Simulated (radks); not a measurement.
**Dy⁴¹⁺ in [Ar] 3d6.75 4p0.25: an all-electron calculation**

What are the levels of the dysprosium ion Dy41+, how large are its shells, and how does its energy divide?

Program: radks (a radial shooting solver on a logarithmic mesh, Libxc functionals) version 1. Level of theory: scalar-relativistic Kohn-Sham, B86b exchange with PBE correlation, spin-unpolarised, spherical densities, point nucleus. These are calculated values, not measurements, unless marked.

### Step 1. The system

| Property | Result |
| --- | --- |
| element | dysprosium (Z = 66) |
| charge | +41 |
| electrons | 25 |
| configuration | [Ar] 3d6.75 4p0.25 |

### Step 2. Self-consistent calculation

The run's settings:

```text
Z 66
configuration [Ar] 3d6.75 4p0.25 4s0 4d0
relativity scalar-relativistic
functional b86_mgc,pbe
spin unpolarised
nucleus point
c 137.035999084
```

What does the calculation give?

As calculated:

```
                        quantity                 value
                    total energy   -10928.6169 hartree
exchange-correlation share of it                1.72 %
                            −T/E                1.0867
          highest occupied level        4p, -1803.5 eV
    most extended occupied level  4p, <r> = 0.449 bohr
 radius at density 0.001 e/bohr³            0.910 bohr
    maxima of the radial density                     3
```

What this shows: 4 principal shells are occupied and 3 maxima appear in the radial density; where shells overlap, one shows as a shoulder or not at all. −T/E is 1.087: with relativity the kinetic term as defined here no longer equals −E. This is not the tabulated ground configuration, so its levels and sizes aren't those of the ground state, and no measured value stands beside it.
